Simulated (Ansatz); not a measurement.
**CH4BOSb: one species, many methods**

One table from this session's results is given with a row withheld; the runs are named, their logs left out.

Program: Ansatz 0.2.0, Gaussian basis. Level of theory: functionals in def2-TZVPP, the program's frozen cores in correlated methods. These are calculated values, not measurements.

Levels to be run: LDA (SPW92), PBE-D4, revPBE-D4, BLYP-D4, r2SCAN-D4, B97M-V, PBE0-D4, B3LYP-D4, r2SCANh-D4, r2SCAN0-D4, HSE06-D4, BHLYP-D4, CAM-B3LYP-D4, LC-ωPBE, ωB97X-V, ωB97M-V, B2PLYP, PBE-QIDH; CCSD(T)/def2-SVP; CCSD(T)/def2-TZVPP; MP2/def2-QZVPP; extrapolation to the limit; RPA on PBE.

## Structure used throughout

All runs share one geometry, relaxed beforehand with PBE0-D4 in a triple-zeta def2 set. Sb takes the def2 core potential; no spin-orbit term is included.

8 atoms, charge 0, spin multiplicity 1.

Atoms are counted from 1 here; the program's logs count them from 0.

Bond lengths: O1–Sb2 2.362 Å, O1–B3 1.450 Å, O1–H5 0.963 Å, Sb2–B3 2.367 Å, Sb2–C4 2.221 Å, B3–C4 1.530 Å, B3–H6 1.192 Å, C4–H7 1.086 Å, C4–H8 1.088 Å. Angles: Sb2–O1–B3 72.3°, Sb2–O1–H5 116.8°, B3–O1–H5 112.0°, O1–Sb2–B3 35.7°, O1–Sb2–C4 63.8°, B3–Sb2–C4 38.8°, O1–B3–Sb2 72.0°, O1–B3–C4 109.0°, O1–B3–H6 119.7°, Sb2–B3–C4 65.4°, Sb2–B3–H6 127.4°, C4–B3–H6 131.3°, Sb2–C4–B3 75.8°, Sb2–C4–H7 109.3°, Sb2–C4–H8 113.8°, B3–C4–H7 122.0°, B3–C4–H8 116.3°, H7–C4–H8 113.3°.

The first run:

in.yaml reads:

```yaml
crystal:
  periodic: [false, false, false]
  atoms:
    - {symbol: O, position_ang: [-0.094483, 1.131450, -0.863115]}
    - {symbol: Sb, position_ang: [-1.773386, -0.459920, -0.384646]}
    - {symbol: B, position_ang: [0.291509, 0.434914, 0.348796]}
    - {symbol: C, position_ang: [0.312279, -1.069839, 0.072583]}
    - {symbol: H, position_ang: [-0.310824, 2.054758, -0.694543]}
    - {symbol: H, position_ang: [0.499218, 1.054810, 1.345383]}
    - {symbol: H, position_ang: [0.768197, -1.484637, -0.821335]}
    - {symbol: H, position_ang: [0.399590, -1.718637, 0.941077]}
basis:
  gaussian: {orbitals: def2-TZVPP}
hamiltonian: {xc: lda}
output: {orbitals: {seedname: orbitals}}
```

Started as:

```bash
ansatz run in.yaml --threads 2 --pin off --events-out ev --progress --plain --max-ram 4352MiB
```

Among the steps run: LDA; PBE-D4 (GGA); revPBE-D4 (GGA); BLYP-D4 (GGA); r2SCAN-D4 (meta-GGA); B97M-V (meta-GGA); B3LYP-D4 (hybrid); r2SCANh-D4 (hybrid); r2SCAN0-D4 (hybrid); HSE06-D4 (hybrid); BHLYP-D4 (hybrid); CAM-B3LYP-D4 (range-separated); LC-ωPBE (range-separated); ωB97X-V (range-separated); ωB97M-V (range-separated); B2PLYP (double hybrid); PBE-QIDH (double hybrid).

One table of the session follows, with a row left open; its other results are not shown here.

It belongs to the step «Orbital energies across the functionals». 

```
  functional  HOMO (eV)  LUMO (eV)  gap (eV)
 LDA (SPW92)      -4.33      -3.63      0.70
      PBE-D4      -4.17      -3.38      0.79
   revPBE-D4      -4.12      -3.29      0.83
     BLYP-D4      -4.00      -3.27      0.73
   r2SCAN-D4      -4.33      -3.25      1.08
      B97M-V          ?          ?         ?
     PBE0-D4      -5.07      -2.57      2.50
    B3LYP-D4      -4.88      -2.79      2.09
  r2SCANh-D4      -4.67      -2.95      1.72
  r2SCAN0-D4      -5.18      -2.50      2.68
    HSE06-D4      -4.69      -2.94      1.75
    BHLYP-D4      -5.82      -1.68      4.14
CAM-B3LYP-D4      -6.21      -1.53      4.69
     LC-ωPBE      -7.43      -0.39      7.04
     ωB97X-V      -7.14      -0.50      6.64
     ωB97M-V      -7.05      -0.64      6.41
```

Estimate the missing values for B97M-V.

**Answer.** HOMO (eV): -4.30; LUMO (eV): -3.20; gap (eV): 1.11. In the column «HOMO (eV)» it lies between r2SCAN-D4 (-4.33) and PBE-D4 (-4.17).
